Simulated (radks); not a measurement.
# Polarisabilities and dispersion coefficients of Ne, Mg²⁺, Al³⁺ and others

An exercise on one series of results from a longer session: the logs are not shown, and one member is left open.

Method: scalar-relativistic Kohn-Sham, LB94 model potential, spin-polarised, spherical densities, finite nucleus. Code: radks (a radial shooting solver on a logarithmic mesh, Libxc functionals) version 1.

## What is computed

| Item | Value |
| --- | --- |
| species | Ne ([Ne]), Mg²⁺ ([Ne]), Al³⁺ ([Ne]), Si⁴⁺ ([Ne]), P⁵⁺ ([Ne]), S⁶⁺ ([Ne]), Cl⁷⁺ ([Ne]), Ar⁸⁺ ([Ne]) |

LB94 adds a gradient term to the LDA potential that gives it a −1/r tail. It is a model potential with no energy functional, so Etot and Exc are not given.

The first run:

The run's settings:

```text
Z 10
configuration [Ne]
relativity scalar-relativistic
functional lda,pw
model_potential LB94
spin polarised
nucleus finite rms 3.0055 fm
c 137.035999084
response adiabatic LDA kernel
```

Among the steps run: Ne, [Ne]; Mg²⁺, [Ne]; Al³⁺, [Ne]; Si⁴⁺, [Ne]; P⁵⁺, [Ne]; S⁶⁺, [Ne]; Cl⁷⁺, [Ne]; Ar⁸⁺, [Ne].

One table of the session follows, with a row left open; its other results are not shown here.

| species | −ε(HOMO) (eV) | α (bohr³) | α uncoupled (bohr³) | C6 (hartree bohr⁶) | C8 (hartree bohr⁸) |
| --- | --- | --- | --- | --- | --- |
| Ne | ? | ? | ? | ? | ? |
| Mg²⁺ | 78.301 | 0.4977 | 0.5650 | 0.6003 | 3.538 |
| Al³⁺ | 117.36 | 0.2786 | 0.3139 | 0.2601 | 1.135 |
| Si⁴⁺ | 163.34 | 0.1699 | 0.1901 | 0.1267 | 0.4275 |
| P⁵⁺ | 216.22 | 0.1102 | 0.1224 | 0.06727 | 0.1811 |
| S⁶⁺ | 275.99 | 0.07483 | 0.08267 | 0.03815 | 0.08398 |
| Cl⁷⁺ | 342.63 | 0.05275 | 0.05796 | 0.02281 | 0.04185 |
| Ar⁸⁺ | 416.15 | 0.03831 | 0.04189 | 0.01424 | 0.02211 |

Estimate the missing values for Ne.

**Answer.** −ε(HOMO) (eV): 21.264; α (bohr³): 2.594; α uncoupled (bohr³): 2.986; C6 (hartree bohr⁶): 6.110; C8 (hartree bohr⁸): 85.23. In the column «−ε(HOMO) (eV)» it is the lowest.

In words: Uncoupled leaves out the potential induced by the response; C8 is given only where no p, d or f shell is open.
